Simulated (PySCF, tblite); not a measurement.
**C7H11N2P: geometry, infrared bands and NMR shifts**

Aim: predict the infrared bands and NMR shifts of C7H11N2P (`c1nn(C2CCCC2)cp1`).

Programs: tblite 0.8.0 and PySCF 2.14.0, with density-fitted response routines of our own. Each step states its level of theory. These are calculated values for one molecule in the gas phase, unless marked as measured. Atoms are numbered from 0 throughout.

### Step 1. The molecule as given

21 atoms, charge 0, multiplicity 1; geometry from: force field or distance geometry start.

Bonds of the start (Å): C0–N1 1.32, N1–N2 1.27, N2–C3 1.49, C3–C4 1.53, C4–C5 1.51, C5–C6 1.52, C6–C7 1.54, N2–C8 1.33, C8–P9 1.72, P9–C0 1.71, C7–C3 1.51, C0–H10 1.07, C3–H11 1.10, C4–H12 1.13, C4–H13 1.11, C5–H14 1.11, C5–H15 1.11, C6–H16 1.11, C6–H17 1.10, C7–H18 1.09, C7–H19 1.10, C8–H20 1.09.

### Step 2. Geometry optimisation with GFN2-xTB

What the job is given:

```
{"job": {"kind": "relax", "xc": "GFN2-xTB", "basis": "xTB"}, "charge": 0, "multiplicity": 1}
C      3.366400    -0.542200     0.252500
N      2.094300    -0.801200     0.028200
N      1.313000     0.124600    -0.359100
C     -0.131200    -0.104400    -0.632000
C     -0.577300    -1.281800     0.230100
C     -1.744800    -0.814200     1.064000
C     -2.205400     0.401500     0.282700
C     -0.897800     1.096800    -0.127100
C      1.844400     1.332800    -0.532000
P      3.502100     1.119900    -0.107300
H      4.106600    -1.238800     0.585800
H     -0.305700    -0.244700    -1.704100
H      0.272200    -1.458400     0.948300
H     -0.790400    -2.190700    -0.367900
H     -1.426600    -0.519500     2.090800
H     -2.514800    -1.606700     1.113900
H     -2.787400     1.030700     0.995800
H     -2.810500     0.121500    -0.587700
H     -0.459500     1.556100     0.763500
H     -1.180600     1.799000    -0.927500
H      1.324200     2.236700    -0.856800
```

On the command line:

```sh
OMP_NUM_THREADS=1 python probes_run.py task.json out
```

One launch serves the whole session: the jobs run in the order shown.

**Question.** This job is followed by: GFN2-xTB harmonic vibrations, gas phase; GIAO PBE0/pcSseg-1 NMR shielding, non-relativistic, gas phase. What will the session give for the following? strongest single infrared mode (GFN2-xTB); zero-point energy (GFN2-xTB); ¹³C shifts against TMS (PBE0/pcSseg-1, means over atoms taken as alike); ¹H shifts against TMS (PBE0/pcSseg-1, means over atoms taken as alike); ¹⁵N shifts against NH3 (PBE0/pcSseg-1); ³¹P shifts against H3PO4 (PBE0/pcSseg-1); surface potential, 1st and 99th percentile.

The runs gave:

| quantity | value |
| --- | --- |
| strongest single infrared mode (GFN2-xTB) | 3014 cm⁻¹, 87 km/mol |
| zero-point energy (GFN2-xTB) | 109.0 kcal/mol |
| ¹³C shifts against TMS (PBE0/pcSseg-1, means over atoms taken as alike) | 169.3, 162.8, 67.3, 39.0, 30.7 ppm |
| ¹H shifts against TMS (PBE0/pcSseg-1, means over atoms taken as alike) | 8.86, 8.56, 4.69, 2.32, 2.24, 2.11, 1.58 ppm |
| ¹⁵N shifts against NH3 (PBE0/pcSseg-1) | 364.1, 274.6 ppm |
| ³¹P shifts against H3PO4 (PBE0/pcSseg-1) | 106.0 ppm |
| surface potential, 1st and 99th percentile | -1.08 V and 1.28 V |

**Reading.** Over 191 steps the energy fell by 1.143 eV; of the close pairs, C0–P9 changed most, 1.706 to 1.758 Å. All 57 modes are real, so the xTB geometry is a minimum. Unscaled tight-binding wavenumbers are off by several per cent, some by more. Its intensities can rank the bands wrongly. At PBE0/pcSseg-1: The largest span, 558 ppm, is at N1, where the paramagnetic term is -423 ppm. NICS(1)zz of -31 ppm above the planar ring from C0 marks a diatropic (aromatic) ring current. By nearest atom (PBE0/pcSseg-1), the HOMO sits on P9 47 %; C0, C8 about 12 % each and the LUMO on P9 35 %; C8 30 %.
